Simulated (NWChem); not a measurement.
# SiH3Br (SMILES [SiH3]Br) at r2SCAN/def2-SVP

Aim: the electronic atomisation energy of SiH3Br at r2SCAN/def2-SVP, from 4 runs. 

The calculation is run with NWChem 7.3.0.

23 further runs of the same task are left out: 23 set aside as unsound or not needed.

**1. Starting point**

The species is SiH3Br (5 atoms), meant as a singlet with charge 0. As SMILES, `[SiH3]Br`. The shape is that of a PBE0-D4/def2-TZVP optimisation.

Bond lengths: Si1–Br2 2.219 Å, Si1–H3 1.481 Å, Si1–H4 1.481 Å, Si1–H5 1.481 Å. Angles: Br2–Si1–H3 108.4°, Br2–Si1–H4 108.4°, Br2–Si1–H5 108.4°, H3–Si1–H4 110.5°, H3–Si1–H5 110.5°, H4–Si1–H5 110.5°.

**2. A single-point energy at r2SCAN/def2-SVP (run 1)**

The input, brh3si.xyz:

```xyz
5
BrH3Si
Si    -0.147420     0.056100    -0.043220
Br     1.853020    -0.705130     0.543250
H     -1.064550    -0.105170     1.107850
H     -0.625550    -0.731350    -1.202270
H     -0.015510     1.485560    -0.405610
```

The input, brh3si.nw:

```
start brh3si
title "BrH3Si"
memory 2200 mb

geometry units angstrom noautosym nocenter noautoz
   load format xyz brh3si.xyz
end

basis spherical bse
   * library def2-SVP
end

dft
   xc r2scan
   mult 1
   grid fine
   convergence energy 1e-08
   iterations 100
   mulliken
   noprint "final vectors analysis"
end

task dft energy
```

Started as:

```
$ nwchem brh3si.nw > brh3si.out
```

Output:

```text
[...]
          Wavefunction type:  closed shell.
          No. of atoms     :     5
          No. of electrons :    52
[...]
          Charge           :     0
          Spin multiplicity:     1
[...]
          AO basis - number of functions:    65
[...]
              XC Information
              --------------
                      r^2SCAN Method XC Functional
               r^2SCAN metaGGA Exchange Functional  1.000
                     r^2SCAN Correlation Potential  1.000
[...]
 d= 0,ls=0.0,diis     1  -2865.0131179051 -3.02D+03  1.15D-02  2.56D-01     2.0
[...]
 d= 0,ls=0.0,diis     8  -2865.0417767440 -4.63D-10  7.92D-07  2.39D-09    11.6
         Total DFT energy =    -2865.041776744010
      One electron energy =    -4285.624121865611
           Coulomb energy =     1383.098057475707
    Exchange-Corr. energy =     -113.345957414641
 Nuclear repulsion energy =      150.830245060533
[...]
      Total Density - Mulliken Population Analysis
     ---------------------------------------------
    Atom       Charge   Shell Charges
 -----------   ------   -------------------------------------------------------
    1 Si  14    13.55   2.00  1.98  1.05  0.16  5.93  1.28  0.94  0.20
    2 Br  35    35.27   2.00  2.00  1.99  1.43  0.54  6.00  5.98  2.39  2.91  8.19  1.74  0.10
    3 H    1     1.06   0.74  0.31  0.01
    4 H    1     1.06   0.74  0.31  0.01
    5 H    1     1.06   0.74  0.31  0.01
[...]
```

It took 12 s on 1 thread of Intel Xeon Platinum 8259CL at 2.50GHz (Skylake/Cascade Lake), shared host; peak memory 0.12 GiB.

**3. The Br atom at the same level (run 2)**

The input, calc.nw:

```
start calc
memory stack 880 mb heap 220 mb global 1100 mb
charge 0

geometry units angstroms noautosym nocenter noautoz
   Br    0.000000    0.000000    0.000000
end

basis spherical bse
   * library def2-SVP
end

dft
   xc r2scan
   mult 2
   grid fine
   convergence energy 1e-08
   iterations 100
   mulliken
   noprint "final vectors analysis"
end

task dft
```

Run the same way, it converges to -2573.78750 Eh (log not shown).

**4. The H atom, same level (run 3)**

The input, h.nw:

```
start h
title "H r2SCAN"
memory 2200 mb
charge 0

geometry noautosym nocenter noautoz
 H        0.000000       0.000000       0.000000
end

basis spherical bse
 H library def2-SVP
end

dft
 xc r2scan
 mult 2
 grid fine
 convergence energy 1e-08
 iterations 100
 mulliken
 print low
end

task dft
```

Run the same way, it converges to -0.49921 Eh (log not shown).

**5. The Si atom at the same level (run 4)**

The input, sp.xyz:

```xyz
1
Si energy
Si     0.000000     0.000000     0.000000
```

The input, sp.nw:

```
start sp
title "Si energy"
memory total 2200 mb

geometry units angstrom noautosym nocenter noautoz
  load format xyz sp.xyz
end

basis spherical bse
  * library def2-SVP
end

dft
  xc r2scan
  mult 3
  grid fine
  convergence energy 1e-08
  iterations 100
  mulliken
  noprint "final vectors analysis"
end

task dft energy
```

Run the same way, it converges to -289.24480 Eh (log not shown).

**6. Overview of the runs**

```
run              level  partner   energy (Eh)  wall time
  1    r2SCAN/def2-SVP     base  -2865.041777       12 s
  2  U-r2SCAN/def2-SVP    atoms  -2573.787497      3.9 s
  3  U-r2SCAN/def2-SVP    atoms     -0.499209      0.7 s
  4  U-r2SCAN/def2-SVP    atoms   -289.244797      1.3 s
```

**7. Results**

Level: r2SCAN/def2-SVP.

| quantity | value |
| --- | --- |
| Si atom: total energy | -289.24480 Eh |
| Si atom: ⟨S²⟩ | 2.006 |
| electronic atomisation energy | 13.928 eV |

**Reading.** Taking the molecule apart into free atoms costs 13.93 eV (1344 kJ/mol), before zero-point energy and without spin-orbit coupling. All runs together took 18 s, the longest 12 s.
